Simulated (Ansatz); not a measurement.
What does this script print? It uses the Ansatz DFT code, driven from Python.

The script reads `crir_crir.xyz`:
```text
2
Lattice="2.66753315 0.0 0.0 -1.33376657 2.31015147 0.0 0.0 0.0 4.19974315" Properties=species:S:1:pos:R:3:initial_magmoms:R:1 pbc="T T T"
Cr    1.33376659    0.77005048    0.00000000  3.00
Ir   -0.00000001    1.54010099    2.09987157  0.00
```

`crir_cr.vasp`
```text
Cr
1.0
  -1.44195000    1.44195000    1.44195000
   1.44195000   -1.44195000    1.44195000
   1.44195000    1.44195000   -1.44195000
Cr
1
Direct
   0.00000000    0.00000000    0.00000000
```

`crir_ir.vasp`
```text
Ir
1.0
   0.00000000    1.91560000    1.91560000
   1.91560000    0.00000000    1.91560000
   1.91560000    1.91560000    0.00000000
Ir
1
Direct
   0.00000000    0.00000000    0.00000000
```

The script, `crir.py`:
```python
"""Is CrIr bound against its elements, after relaxing cells and atoms."""

from collections import Counter
import warnings

import ansatz as az
from ase.io import read
import numpy as np

POLARISED = {"CrIr", "Cr"}


def run_phase(name, crystal):
    calc = crystal.calculation()
    calc = calc.functional("pbesol").basis(35 * az.Ry)
    calc = calc.kpoints(spacing=0.3)
    calc = calc.occupations("fermi_dirac", width=0.05).stress()
    if name in POLARISED:
        calc = calc.spin("collinear")
    calc = calc.relax(force_tolerance=0.01, cell=True)
    return calc.run(threads=1, backend="cpu")


def counts(outcome):
    return Counter(site.symbol for site in outcome.lattice.sites)

def formation_energy(outcome, mu):
    n = counts(outcome)
    return (outcome.report["energy_sigma0_ev"] - sum(k * mu[element] for element, k in n.items())) / sum(n.values())


def volume_per_atom(outcome):
    return abs(np.linalg.det(outcome.lattice.cell_ang)) / len(outcome.lattice.sites)

warnings.simplefilter("ignore", az.DeckWarning)

phases = {}
crir = az.Crystal.from_extxyz("crir_crir.xyz")
phases["CrIr"] = crir
atoms = read("crir_cr.vasp", format="vasp")
cr = az.Crystal.from_ase(atoms).moments(Cr=3.0)
phases["Cr"] = cr
atoms = read("crir_ir.vasp", format="vasp")
ir = az.Crystal.from_ase(atoms)
phases["Ir"] = ir

done = {name: run_phase(name, crystal) for name, crystal in phases.items()}

# chemical potentials of the elements at zero temperature
references = {"Cr": "Cr", "Ir": "Ir"}
mu = {element: done[name].report["energy_sigma0_ev"] / len(done[name].lattice.sites) for element, name in references.items()}

target = done["CrIr"]
heat = formation_energy(target, mu)
n = counts(target)
print("cell content:", dict(n), " volume", round(volume_per_atom(target), 3), "A^3/atom")
print("formation energy", round(heat, 4), "eV/atom,", round(heat * sum(n.values()), 4), "eV per cell")
print("bound against the elements" if heat < 0 else "unbound against the elements")
```

```console
$ python crir.py
RunWarning: the starting moments were not kept: the SCF closed with an absolute magnetisation of 1.2e-5 μB, where they sum to 3 μB in size (1 site). That is at most 0.1 of that sum. Measured as dr2_m [...]
cell content: {<Element.CR: 'Cr'>: 1, <Element.IR: 'Ir'>: 1}  volume 12.737 A^3/atom
formation energy -0.1509 eV/atom, -0.3018 eV per cell
bound against the elements
```
(Warnings from the package without file and line, shortened, repeats left out.)

Reading the output:
- The SCF didn't keep the moments it started from (some shrank, vanished or turned); what is printed is the state reached.
- For the metals among these phases the mesh is modest: differences between phases can be off by up to 40 meV an atom.
- Spin-orbit coupling, which matters for elements this heavy, is left out.
- The cells come from databases of deposited and of computed structures, and not all need be stable phases.
- The compound is the structure given, not necessarily its lowest; energies are at zero temperature, with no correction for gases. Magnetic phases start from parallel moments and may not end in their lowest magnetic state. A semilocal functional's error on such energies is often 0.05 to 0.1 eV an atom, and 0.1 to 0.3 eV against gases such as O2 or F2.
- The script silences the warnings on its input, which a real study should read.
- It ran for 43 s on 1 thread of Arm Neoverse V2, on a shared host, peak memory 0.47 GiB.

(Lines on the test bed's own set-up are left out of the output.)
